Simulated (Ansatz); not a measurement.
# AlH₃Se₃: a ladder of functionals and wavefunction methods

One table from this session's results is given with a row withheld; the runs are named, their logs left out.

Computed with Ansatz 0.2.0, Gaussian basis. Level: functionals in def2-TZVPP, the program's frozen cores in correlated methods.

Plan: PBE-D4, r2SCAN-D4, PBE0-D4, B3LYP-D4, ωB97X-V, ωB97M-V, B2PLYP; CCSD(T)/def2-TZVPP; MP2/def2-QZVPP; extrapolation to the limit.

## The relaxed structure

An earlier PBE0-D4 in a triple-zeta def2 set relaxation fixed the geometry.

SMILES `[SeH][Al]([SeH])[SeH]`, 7 atoms, charge 0, spin multiplicity 1.

Atoms are counted from 1 here; the program's logs count them from 0.

Bond lengths: Se1–Al2 2.312 Å, Se1–H5 1.470 Å, Al2–Se3 2.314 Å, Al2–Se4 2.315 Å, Se3–H6 1.469 Å, Se4–H7 1.469 Å. Angles: Al2–Se1–H5 91.0°, Se1–Al2–Se3 116.7°, Se1–Al2–Se4 119.2°, Se3–Al2–Se4 124.0°, Al2–Se3–H6 91.7°, Al2–Se4–H7 92.1°.

The first run:

File in.yaml:

```yaml
crystal:
  periodic: [false, false, false]
  atoms:
    - {symbol: Se, position_ang: [-2.538589, 0.766516, 0.006781]}
    - {symbol: Al, position_ang: [-0.372441, -0.038958, 0.080364]}
    - {symbol: Se, position_ang: [-0.055469, -2.079405, 1.123925]}
    - {symbol: Se, position_ang: [1.329641, 1.206617, -0.873335]}
    - {symbol: H, position_ang: [-2.092456, 1.978777, -0.694664]}
    - {symbol: H, position_ang: [1.386359, -2.049236, 0.843814]}
    - {symbol: H, position_ang: [2.342955, 0.215689, -0.486895]}
basis:
  gaussian: {orbitals: def2-TZVPP}
hamiltonian: {xc: pbe, dispersion: d4}
output: {forces: true, orbitals: {seedname: orbitals}}
```

Launch:

```console
$ ansatz run in.yaml --threads 2 --pin off --events-out ev --progress --plain --max-ram 32768MiB --backend cpu
```

Among the steps run: PBE-D4 (GGA); r2SCAN-D4 (meta-GGA); PBE0-D4 (hybrid); B3LYP-D4 (hybrid); ωB97X-V (range-separated); ωB97M-V (range-separated); B2PLYP (double hybrid); CCSD(T) in def2-TZVPP; MP2 in def2-QZVPP.

One table of the session follows, with a row left open; its other results are not shown here.

| method | atomisation energy (kcal/mol) |
| --- | --- |
| PBE-D4 | 457.1 |
| r2SCAN-D4 | 459.5 |
| PBE0-D4 | 451.0 |
| B3LYP-D4 | 448.0 |
| ωB97X-V | 456.1 |
| ωB97M-V | 448.4 |
| B2PLYP | 442.5 |
| HF/def2-TZVPP | 311.9 |
| MP2/def2-TZVPP | ? |
| CCSD/def2-TZVPP | 432.7 |
| CCSD(T)/def2-TZVPP | 442.5 |
| MP2/CBS | 466.1 |
| CCSD(T)/CBS | 460.7 |

Estimate the missing values for MP2/def2-TZVPP.

The run gave: atomisation energy (kcal/mol): 447.9. In the column «atomisation energy (kcal/mol)» it lies between CCSD(T)/def2-TZVPP (442.5) and B3LYP-D4 (448.0).

To keep in mind: Free atoms (3 Se, 1 Al, 3 H) were run apart at each level; the atomisation energy is their sum less the molecule, without zero-point or spin-orbit terms.
